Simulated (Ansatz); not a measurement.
# CH₆FGeN: how energies converge with the basis set

How large a basis does CH₆FGeN need? Two functionals are run in growing sets.

Method: one geometry, several basis sets; program: Ansatz 0.2.0, Gaussian basis.

The runs, in order: PBE0-D4/def2-SVP; ωB97M-V/def2-SVP; PBE0-D4/def2-QZVPP; ωB97M-V/def2-QZVPP; the functionals' def2-TZVPP values are taken from earlier runs.

## 1. Structure used throughout

The geometry comes from an earlier relaxation with PBE0-D4 in a triple-zeta def2 set; it is a stationary point, not always the lowest conformer.

SMILES `[NH2][GeH2][CH2]F`, 10 atoms, charge 0, spin multiplicity 1.

Atoms are counted from 1 here; the program's logs count them from 0.

Bond lengths: N1–Ge2 1.838 Å, N1–H5 1.011 Å, N1–H6 1.011 Å, Ge2–C3 1.981 Å, Ge2–H7 1.536 Å, Ge2–H8 1.540 Å, C3–F4 1.390 Å, C3–H9 1.094 Å, C3–H10 1.094 Å. Angles: Ge2–N1–H5 113.5°, Ge2–N1–H6 114.3°, H5–N1–H6 108.3°, N1–Ge2–C3 113.4°, N1–Ge2–H7 107.1°, N1–Ge2–H8 107.6°, C3–Ge2–H7 108.8°, C3–Ge2–H8 108.2°, H7–Ge2–H8 111.8°, Ge2–C3–F4 109.5°, Ge2–C3–H9 111.0°, Ge2–C3–H10 111.5°, F4–C3–H9 108.1°, F4–C3–H10 108.3°, H9–C3–H10 108.4°.

Geometry (Å):

```csv
atom,x (Å),y (Å),z (Å)
N1,-1.5603,0.5021,-0.7821
Ge2,-0.4182,-0.6961,0.0160
C3,1.3092,0.1064,0.5618
F4,1.9330,0.6629,-0.5493
H5,-1.1898,0.9094,-1.6301
H6,-1.8665,1.2513,-0.1767
H7,-0.1456,-1.8100,-1.0062
H8,-1.1170,-1.2360,1.2772
H9,1.1572,0.9009,1.2990
H10,1.9811,-0.6420,0.9935
```

## 2. PBE0-D4 in def2-SVP

The input, in.yaml:

```yaml
crystal:
  periodic: [false, false, false]
  atoms:
    - {symbol: N, position_ang: [-1.560317, 0.502078, -0.782141]}
    - {symbol: Ge, position_ang: [-0.418171, -0.696126, 0.015971]}
    - {symbol: C, position_ang: [1.309232, 0.106404, 0.561809]}
    - {symbol: F, position_ang: [1.933022, 0.662923, -0.549275]}
    - {symbol: H, position_ang: [-1.189820, 0.909420, -1.630146]}
    - {symbol: H, position_ang: [-1.866519, 1.251301, -0.176680]}
    - {symbol: H, position_ang: [-0.145566, -1.810024, -1.006226]}
    - {symbol: H, position_ang: [-1.116996, -1.236012, 1.277157]}
    - {symbol: H, position_ang: [1.157196, 0.900891, 1.298993]}
    - {symbol: H, position_ang: [1.981137, -0.641956, 0.993538]}
basis:
  gaussian: {orbitals: def2-SVP}
hamiltonian: {xc: pbe0, dispersion: d4}
output: {orbitals: {seedname: orbitals}}
```

Further steps of the session: ωB97M-V in def2-SVP; PBE0-D4 in def2-QZVPP; ωB97M-V in def2-QZVPP.

Before running them: what should the planned runs give, taken together? Wanted: PBE0-D4: double and triple zeta above quadruple; ωB97M-V: double and triple zeta above quadruple.

The runs gave:

| quantity | value |
| --- | --- |
| PBE0-D4: double and triple zeta above quadruple | 15.19, 1.53 eV |
| ωB97M-V: double and triple zeta above quadruple | 15.35, 1.50 eV |

For PBE0-D4 the step from double to triple zeta gains 13.65 eV and the next only 1.53 eV. These are total energies; as a rule much of such shifts cancels in differences, which this series doesn't test. The LUMO of ωB97M-V is positive and keeps falling with the basis (2.76 to 1.57 eV): an unbound level that the basis holds in place.
